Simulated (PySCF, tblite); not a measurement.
# C4H12NPSi2: geometry, infrared bands and NMR shifts

Aim: predict the infrared bands and NMR shifts of C4H12NPSi2 (`CC#C[Si@](N)(P)[SiH2]C`).

The runs use tblite 0.8.0 and PySCF 2.14.0, with density-fitted response routines of our own; the level of theory stands in each step. All values are computed, except where a source is named. Atoms count from 0, in the outputs and in this text.

**1. The starting structure**

20 atoms, charge 0, multiplicity 1; geometry from: force field or distance geometry start.

Bonds of the start (Å): C0–C1 1.47, C1–C2 1.21, C2–Si3 1.83, Si3–N4 1.78, Si3–P5 2.20, Si3–Si6 2.23, Si6–C7 1.88, C0–H8 1.11, C0–H9 1.11, C0–H10 1.13, N4–H11 1.04, N4–H12 1.05, P5–H13 1.43, P5–H14 1.43, Si6–H15 1.46, Si6–H16 1.49, C7–H17 1.09, C7–H18 1.11, C7–H19 1.11.

**2. Geometry optimisation with GFN2-xTB**

Job settings and geometry (Å):

```
{"job": {"kind": "relax", "xc": "GFN2-xTB", "basis": "xTB"}, "charge": 0, "multiplicity": 1}
C     -3.438800    -1.752200     0.885500
C     -2.283300    -0.930900     0.504800
C     -1.308800    -0.278000     0.193200
Si     0.117700     0.748400    -0.332400
N      0.566700     1.808800     1.023300
P     -0.371700     1.865100    -2.162200
Si     1.866800    -0.555300    -0.799200
C      3.192800    -0.459200     0.535400
H     -3.434700    -2.721200     0.342300
H     -3.381400    -1.893500     1.982800
H     -4.387400    -1.164900     0.681500
H      0.268200     1.452700     1.953700
H      0.232000     2.790300     0.860000
H     -0.563800     3.264400    -1.933500
H     -1.349000     1.237500    -2.990500
H      2.430900    -0.060500    -2.046900
H      1.467200    -1.964300    -1.054100
H      3.993900     0.176000     0.151300
H      2.784600    -0.071000     1.486700
H      3.592900    -1.481600     0.715300
```

On the command line:

```bash
> OMP_NUM_THREADS=1 python probes_run.py task.json out
```

This one command runs all jobs of the session in turn.

**Question.** This job is followed by: GFN2-xTB harmonic vibrations, gas phase; GIAO PBE0/pcSseg-1 NMR shielding, non-relativistic, gas phase. What will the session give for the following? strongest single infrared mode (GFN2-xTB); zero-point energy (GFN2-xTB); 13C shifts against TMS (PBE0/pcSseg-1); 1H shifts against TMS (PBE0/pcSseg-1, means over atoms taken as alike); 29Si shifts against TMS (PBE0/pcSseg-1); 15N shifts against NH3 (PBE0/pcSseg-1); 31P shifts against H3PO4 (PBE0/pcSseg-1).

The runs gave:

| quantity | value |
| --- | --- |
| strongest single infrared mode (GFN2-xTB) | 2170 cm⁻¹, 405 km/mol |
| zero-point energy (GFN2-xTB) | 89.8 kcal/mol |
| 13C shifts against TMS (PBE0/pcSseg-1) | 113.3, 90.8, 6.0, -10.7 ppm |
| 1H shifts against TMS (PBE0/pcSseg-1, means over atoms taken as alike) | 3.90, 3.86, 2.03, 1.07, 0.52, 0.23 ppm |
| 29Si shifts against TMS (PBE0/pcSseg-1) | -38.0, -71.5 ppm |
| 15N shifts against NH3 (PBE0/pcSseg-1) | 21.1 ppm |
| 31P shifts against H3PO4 (PBE0/pcSseg-1) | -281.6 ppm |

**Reading.** Over 279 steps the energy fell by 1.333 eV; of the close pairs, Si3–Si6 changed most, 2.231 to 2.332 Å. The lowest mode is slightly imaginary (15i cm⁻¹), a soft motion within the noise of the Hessian, so the minimum is not strictly shown. The strongest single mode, at 2170 cm⁻¹, moves mainly H15. Unscaled tight-binding wavenumbers are off by several per cent, some by more. Its intensities can rank the bands wrongly.
